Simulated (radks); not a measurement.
**Taking charge from the 4d level of I⁺ in fractions**

What happens to E and to the 4d eigenvalue of I⁺ when a fraction of an electron is removed? The exact functional would give straight lines between whole numbers for a frontier level.

Program: radks (a radial shooting solver on a logarithmic mesh, Libxc functionals) version 1. Level of theory: scalar-relativistic Kohn-Sham, PBE, spin-polarised, spherical densities, point nucleus; open shells are filled with parallel spins first. These are calculated values, not measurements, unless marked.

## 1. The atom as given

| Property | Result |
| --- | --- |
| element | iodine (Z = 53) |
| charge | +1 |
| electrons | 52 |
| configuration | [Kr] 4d(up 5, down 5) 5s2 5p4 |

A shell typed twice in an input gives spin up, then spin down.

## 2. Start: [Kr] 4d(up 5, down 5) 5s2 5p4

The run's settings:

```text
Z 53
configuration [Kr] 4d5 4d5 5s2 5p4
relativity scalar-relativistic
functional pbe,pbe
spin polarised
nucleus point
c 137.035999084
```

## 3. 0.1 electron removed from 4d

The run's settings:

```text
Z 53
configuration [Kr] 4d5 4d4.9 5s2 5p4
relativity scalar-relativistic
functional pbe,pbe
spin polarised
nucleus point
c 137.035999084
```

## 4. 0.2 electron removed from 4d

The run's settings:

```text
Z 53
configuration [Kr] 4d5 4d4.8 5s2 5p4
relativity scalar-relativistic
functional pbe,pbe
spin polarised
nucleus point
c 137.035999084
```

## 5. 0.3 electron removed from 4d

The run's settings:

```text
Z 53
configuration [Kr] 4d5 4d4.7 5s2 5p4
relativity scalar-relativistic
functional pbe,pbe
spin polarised
nucleus point
c 137.035999084
```

## 6. 0.4 electron removed from 4d

The run's settings:

```text
Z 53
configuration [Kr] 4d5 4d4.6 5s2 5p4
relativity scalar-relativistic
functional pbe,pbe
spin polarised
nucleus point
c 137.035999084
```

## 7. 0.5 electron removed from 4d

The run's settings:

```text
Z 53
configuration [Kr] 4d5 4d4.5 5s2 5p4
relativity scalar-relativistic
functional pbe,pbe
spin polarised
nucleus point
c 137.035999084
```

## 8. 0.6 electron removed from 4d

The run's settings:

```text
Z 53
configuration [Kr] 4d5 4d4.4 5s2 5p4
relativity scalar-relativistic
functional pbe,pbe
spin polarised
nucleus point
c 137.035999084
```

## 9. 0.7 electron removed from 4d

The run's settings:

```text
Z 53
configuration [Kr] 4d5 4d4.3 5s2 5p4
relativity scalar-relativistic
functional pbe,pbe
spin polarised
nucleus point
c 137.035999084
```

## 10. 0.8 electron removed from 4d

The run's settings:

```text
Z 53
configuration [Kr] 4d5 4d4.2 5s2 5p4
relativity scalar-relativistic
functional pbe,pbe
spin polarised
nucleus point
c 137.035999084
```

## 11. 0.9 electron removed from 4d

The run's settings:

```text
Z 53
configuration [Kr] 4d5 4d4.1 5s2 5p4
relativity scalar-relativistic
functional pbe,pbe
spin polarised
nucleus point
c 137.035999084
```

## 12. 1 electron removed from 4d

The run's settings:

```text
Z 53
configuration [Kr] 4d5 4d4 5s2 5p4
relativity scalar-relativistic
functional pbe,pbe
spin polarised
nucleus point
c 137.035999084
```

**Question.** What will these runs give? Wanted: for each run, removed; E − E(0); eigenvalue; E minus straight line.

As calculated:

```tsv
removed (e)	E − E(0) (eV)	eigenvalue (eV)	E minus straight line (eV)
0	0.000	-59.613	0.000
0.1	6.042	-61.270	-0.768
0.2	12.250	-62.943	-1.369
0.3	18.627	-64.633	-1.803
0.4	25.173	-66.338	-2.066
0.5	31.891	-68.059	-2.159
0.6	38.781	-69.795	-2.078
0.7	45.846	-71.545	-1.824
0.8	53.086	-73.310	-1.393
0.9	60.503	-75.089	-0.786
1	68.099	-76.881	0.000
```

What this shows: Removing the whole electron costs 68.099 eV, against 59.613 eV from minus the starting eigenvalue. Slater's transition state, half an electron removed, gives 68.059 eV. The trapezoid integral of minus the eigenvalue gives 68.123 eV over the range, against 68.099 eV from the energies (Janak's theorem; approximate here, since the scalar-relativistic density holds large components alone). The eigenvalue moves by 17.3 eV per electron. E bends below the straight line by 2.16 eV at 0.5 electron removed.
